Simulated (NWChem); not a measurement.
# GaH3 (SMILES [GaH3]): B3LYP/6-31G(d,p)/LANL2DZ (core potential, Cartesian functions)

Aim: the solvation energy at fixed shape (SMD, water) of GaH3 at B3LYP/6-31G**/LANL2DZ (core potential, Cartesian functions), from 2 runs. 

Program for the calculation: NWChem 7.3.0.

3 further runs of the same task are left out: 2 that didn't finish, 1 set aside as unsound or not needed.

**1. Starting point**

GaH3: 4 atoms, total charge 0, spin state singlet. As SMILES, `[GaH3]`. Geometry: relaxed at PBE0-D4/def2-TZVP.

Bond lengths: Ga1–H2 1.568 Å, Ga1–H3 1.568 Å, Ga1–H4 1.568 Å. Angles: H2–Ga1–H3 120.0°, H2–Ga1–H4 120.0°, H3–Ga1–H4 120.0°.

**2. A single-point energy at B3LYP/6-31G(d,p)/LANL2DZ (core potential, Cartesian functions)**

Contents of run.py:

```python
from ase import Atoms
from ase.calculators.nwchem import NWChem

system = Atoms(['Ga', 'H', 'H', 'H'], positions=[
    [0.013400, -0.014900, -0.004600],
    [1.252400, 0.343800, 0.887700],
    [-0.552100, -1.477800, -0.009700],
    [-0.658400, 1.088700, -0.893700],
])

calc = NWChem(
    label='gah3',
    theory='dft',
    memory='2200 mb',
    basis={'Ga': '"lanl2dz ecp"', 'H': '6-31G**'},
    ecp={'Ga library': '"lanl2dz ecp"'},
    dft={'xc': 'b3lyp', 'mult': '1', 'grid': 'fine', 'convergence': 'energy 1e-06', 'direct': None, 'iterations': '100', 'mulliken': None},
    task='energy',
)
system.calc = calc

print(f"energy = {system.get_potential_energy():.6f} eV")
print("dipole (e A):", system.get_dipole_moment().round(4))
```

On the command line:

```
$ export ASE_NWCHEM_COMMAND="nwchem PREFIX.nwi > PREFIX.nwo"
$ python run.py
```

The log of the run:

```text
energy = -104.206321 eV
dipole (e A): [-0.0005  0.0002  0.0006]
```

The calculator wrote gah3.nwi:

```
title "gah3"

permanent_dir gah3

scratch_dir gah3

start gah3

geometry units angstrom nocenter noautosym noautoz
  Ga 1.3400000000000000e-02 -1.4900000000000000e-02 -4.5999999999999999e-03
  H  1.2524000000000000e+00 3.4379999999999999e-01 8.8770000000000004e-01
  H  -5.5210000000000004e-01 -1.4778000000000000e+00 -9.7000000000000003e-03
  H  -6.5839999999999999e-01 1.0887000000000000e+00 -8.9370000000000005e-01
end

memory 2200 mb

basis noprint
  Ga library "lanl2dz ecp"
   H library 6-31G**
end

ecp
  Ga library "lanl2dz ecp"
end
dft
  xc b3lyp
  mult 1
  grid fine
  convergence energy 1e-06
  direct
  iterations 100
  mulliken
end

task dft energy
```

gah3.nwo, cut to the lines that bear on the results:

```text
[...]
         Total DFT energy =       -3.829511680377
      One electron energy =      -11.694567233586
           Coulomb energy =        6.030670705587
    Exchange-Corr. energy =       -1.786605411899
 Nuclear repulsion energy =        3.620990259520
[... 5 lines left out ...]
                       DFT Final Molecular Orbital Analysis
[... 183 lines left out ...]
[...]
      Total Density - Mulliken Population Analysis
     ---------------------------------------------
    Atom       Charge   Shell Charges
 -----------   ------   -------------------------------------------------------
    1 Ga   3     2.50   0.29  0.92  1.01  0.29
    2 H    1     1.17   0.50  0.66  0.00
    3 H    1     1.17   0.50  0.66  0.00
    4 H    1     1.17   0.50  0.66  0.00
[...]
```

Run time: 1.4 s. Hardware: 1 thread of AMD EPYC 9R45 (Zen 5), shared host; peak memory 0.11 GiB.

**3. The energy at B3LYP/6-31G(d,p)/LANL2DZ (core potential, Cartesian functions, SMD water)**

Contents of gah3.nw:

```
echo
start gah3
memory stack 880 mb heap 220 mb global 1100 mb
geometry units angstrom noautosym nocenter noautoz
 Ga     0.013400    -0.014900    -0.004600
 H      1.252400     0.343800     0.887700
 H     -0.552100    -1.477800    -0.009700
 H     -0.658400     1.088700    -0.893700
end
basis "ao basis" cartesian
 * library 6-31G** except Ga
 Ga library "lanl2dz ecp"
end
ecp
 Ga library "lanl2dz ecp"
end
cosmo
 do_cosmo_smd true
 solvent water
end
dft
 xc b3lyp
 mult 1
 grid fine
 convergence energy 1e-06
 direct
 maxiter 100
 mulliken
end
task dft energy
```

On the command line:

```
$ nwchem gah3.nw > gah3.out
```

The log of the run:

```text
[...]
          Wavefunction type:  closed shell.
          No. of atoms     :     4
          No. of electrons :     6
[...]
          Charge           :     0
          Spin multiplicity:     1
[...]
          AO basis - number of functions:    23
[...]
              XC Information
              --------------
                         B3LYP Method XC Potential
                     Hartree-Fock (Exact) Exchange  0.200
                        Slater Exchange Functional  0.800 local
                    Becke 1988 Exchange Functional  0.720 non-local
              Lee-Yang-Parr Correlation Functional  0.810
                  VWN I RPA Correlation Functional  0.190 local
[...]
 d= 0,ls=0.0,diis     1     -3.8236655791 -7.44D+00  1.04D-02  1.96D-02     0.2
[...]
 d= 0,ls=0.0,diis     4     -3.8372197154 -3.77D-07  7.19D-06  2.94D-08     0.9
         Total DFT energy =       -3.837219715382
      One electron energy =      -11.658578172982
           Coulomb energy =        6.015282319364
    Exchange-Corr. energy =       -1.794000958524
 Nuclear repulsion energy =        3.620990259520
             COSMO energy =       -0.020913162759
[...]
      Total Density - Mulliken Population Analysis
     ---------------------------------------------
    Atom       Charge   Shell Charges
 -----------   ------   -------------------------------------------------------
    1 Ga   3     2.29   0.28  0.83  0.92  0.27
    2 H    1     1.24   0.51  0.73  0.00
    3 H    1     1.24   0.51  0.73  0.00
    4 H    1     1.24   0.51  0.73  0.00
[...]
```

Run time: 1.4 s. Hardware: 1 thread of AMD EPYC 9R45 (Zen 5), shared host; peak memory 0.12 GiB.

**4. Results**

Level: B3LYP/6-31G**/LANL2DZ (core potential, Cartesian functions).

| quantity | value |
| --- | --- |
| gas phase: total energy | -3.82951 Eh |
| gas phase: dipole moment | 0.00 D |
| gas phase: HOMO energy | -8.51 eV |
| gas phase: LUMO energy | -2.03 eV |
| gas phase: HOMO–LUMO gap | 6.48 eV |
| SMD, water: total energy | -3.83722 Eh |
| SMD, water: dipole moment | 0.01 D |
| SMD, water: HOMO energy | -8.60 eV |
| SMD, water: LUMO energy | -1.42 eV |
| SMD, water: HOMO–LUMO gap | 7.17 eV |
| SMD, water: solvent term in the energy | -20.2 kJ/mol |
| energy change from gas to solvent at fixed shape | -0.210 eV |

What this shows: The solvent model (SMD, water) lowers the energy by 0.21 eV (−20.2 kJ/mol) at the same shape. Mulliken charges (gas phase) run from -0.17 on H2 to +0.50 on Ga1.
